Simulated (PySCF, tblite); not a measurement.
# C₇H₃PS: geometry, infrared bands and NMR shifts

Aim: predict the infrared bands and NMR shifts of C₇H₃PS (`C#Cc1csc(C#C)p1`).

Computed with tblite 0.8.0 and PySCF 2.14.0, with density-fitted response routines of our own, on a single molecule in the gas phase. Atoms are numbered from 0 throughout.

## 1. The molecule as given

12 atoms, charge 0, multiplicity 1; geometry from: force field or distance geometry start.

Bonds of the start (Å): C0–C1 1.19, C1–C2 1.37, C2–C3 1.57, C3–S4 1.67, S4–C5 1.78, C5–C6 1.37, C6–C7 1.16, C5–P8 1.84, P8–C2 1.74, C0–H9 1.04, C3–H10 1.03, C7–H11 1.06.

## 2. Optimising the geometry with GFN2-xTB

Job settings and geometry (Å):

```
{"job": {"kind": "relax", "xc": "GFN2-xTB", "basis": "xTB"}, "charge": 0, "multiplicity": 1}
C      3.474100    -0.805100     1.468900
C      2.449000    -0.312800     1.124600
C      1.252900     0.233700     0.731300
C      0.594900     1.660100     0.726600
S     -0.945900     1.697900     0.092800
C     -1.666900     0.189500    -0.527600
C     -2.705800    -0.488700    -1.113200
C     -3.574700    -1.082200    -1.602900
P     -0.082000    -0.595100    -0.007100
H      4.362900    -1.254800     1.769200
H      1.200400     2.386500     1.141400
H     -4.357700    -1.629900    -2.065200
```

Command:

```sh
OMP_NUM_THREADS=1 python probes_run.py task.json out
```

The driver reads the jobs from task.json and runs them one after another.

**Question.** This job is followed by: GFN2-xTB harmonic vibrations, gas phase; GIAO PBE0/pcSseg-1 NMR shielding, non-relativistic, gas phase. What will the session give for the following? strongest single infrared mode (GFN2-xTB); zero-point energy (GFN2-xTB); ¹³C shifts against TMS (PBE0/pcSseg-1); ¹H shifts against TMS (PBE0/pcSseg-1); ³³S shifts against CS2 (PBE0/pcSseg-1); ³¹P shifts against H3PO4 (PBE0/pcSseg-1).

The runs gave:

| quantity | value |
| --- | --- |
| strongest single infrared mode (GFN2-xTB) | 637 cm⁻¹, 25 km/mol |
| zero-point energy (GFN2-xTB) | 41.9 kcal/mol |
| ¹³C shifts against TMS (PBE0/pcSseg-1) | 170.5, 152.3, 148.2, 105.1, 91.9, 82.9, 82.0 ppm |
| ¹H shifts against TMS (PBE0/pcSseg-1) | 8.04, 4.11, 3.15 ppm |
| ³³S shifts against CS2 (PBE0/pcSseg-1) | 365 ppm |
| ³¹P shifts against H3PO4 (PBE0/pcSseg-1) | 292.4 ppm |

Over 48 steps the energy fell by 4.215 eV; of the close pairs, C2–C3 changed most, 1.571 to 1.364 Å. All 30 modes are real, so the xTB geometry is a minimum. The strongest single mode, at 637 cm⁻¹, moves mainly H9. GFN2-xTB is a fitted tight-binding method: band positions and strengths are rough. Its intensities can rank the bands wrongly. At PBE0/pcSseg-1: The largest span, 677 ppm, is at P8, where the paramagnetic term is -939 ppm. NICS(1)zz of -22 ppm above the planar ring from C2 marks a diatropic (aromatic) ring current.
